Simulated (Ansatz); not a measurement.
# Ga288N288, 576 atoms: a scaling test

Aim: measure how long a single point at PBE takes on Ga288N288, and how the time changes with the share of the machine.

Program: Ansatz 0.2.0 (single point, PBE, plane waves PAW). Host: AMD EPYC 7R13 (Zen 3), 96 cores, 96 hardware threads, 1656 GiB, 8 × H100 80GB HBM3, 81559 MiB; it was booked for these runs alone, one at a time. Each run is timed once from launch to exit, start-up included.

## Step 1: The job

The cell holds 576 atoms in 6585 Å³, 6×6×4 copies of a database cell, with the atoms displaced at random so that no symmetry is left.

## Step 2: First run

The input, input.yaml:

```yaml
crystal:
  lattice:
    - [19.133580, 0.000000, 0.000000]
    - [-9.566790, 16.570170, 0.000000]
    - [0.000000, 0.000000, 20.769428]
  atoms:
    - { symbol: Ga, position: [0.115999, 0.054170, 0.125531] }
    - { symbol: Ga, position: [0.055862, 0.112857, 0.247071] }
    - { symbol: "N", position: [0.110244, 0.053985, 0.216909] }
    - { symbol: "N", position: [0.053791, 0.110040, 0.093427] }
    - { symbol: Ga, position: [0.109216, 0.056438, 0.373717] }
    - { symbol: Ga, position: [0.048870, 0.113600, 0.499016] }
    - { symbol: "N", position: [0.109557, 0.056117, 0.469422] }
    - { symbol: "N", position: [0.055666, 0.109325, 0.344348] }
    - { symbol: Ga, position: [0.107897, 0.058573, 0.622334] }
    - { symbol: Ga, position: [0.055124, 0.111151, 0.750193] }
    - { symbol: "N", position: [0.110596, 0.056565, 0.711979] }
    - { symbol: "N", position: [0.055067, 0.110506, 0.592894] }
# [... 560 more atoms ...]
    - { symbol: Ga, position: [0.944598, 0.892811, 0.874860] }
    - { symbol: Ga, position: [0.891032, 0.943402, 1.000195] }
    - { symbol: "N", position: [0.944378, 0.889057, 0.966271] }
    - { symbol: "N", position: [0.888882, 0.949734, 0.843970] }
kpoints:
  mp_grid: { grid: [1, 1, 1] }
hamiltonian:
  xc: pbe
  pseudopotentials: { azcp: { folder: soft_1 } }
scf:
  occupations: { method: fixed }
output: { forces: true }
```

The run is started by

```
> ansatz run input.yaml --backend cuda --devices 0,1,2,3,4,5,6,7 --events-out ev --progress --plain --runs-dir out
```

## Step 3: On 1 GPU, 48 threads

input.yaml is that of step 2.

(Steps that only read results are left out.)

Q: Predict the timings and the best choice. Wanted: reference; fastest over GPUs; speed-up from 1 to 8 GPUs.

As calculated:

| quantity | value |
| --- | --- |
| reference | 12 s on 8 GPUs, 48 threads |
| fastest over GPUs | 11 s on 1 |
| speed-up from 1 to 8 GPUs | 0.91 (11 % efficient) |

**Reading.** 8 GPUs are no faster than 1: the job is too small for them. The figures hold for this build, input and host.
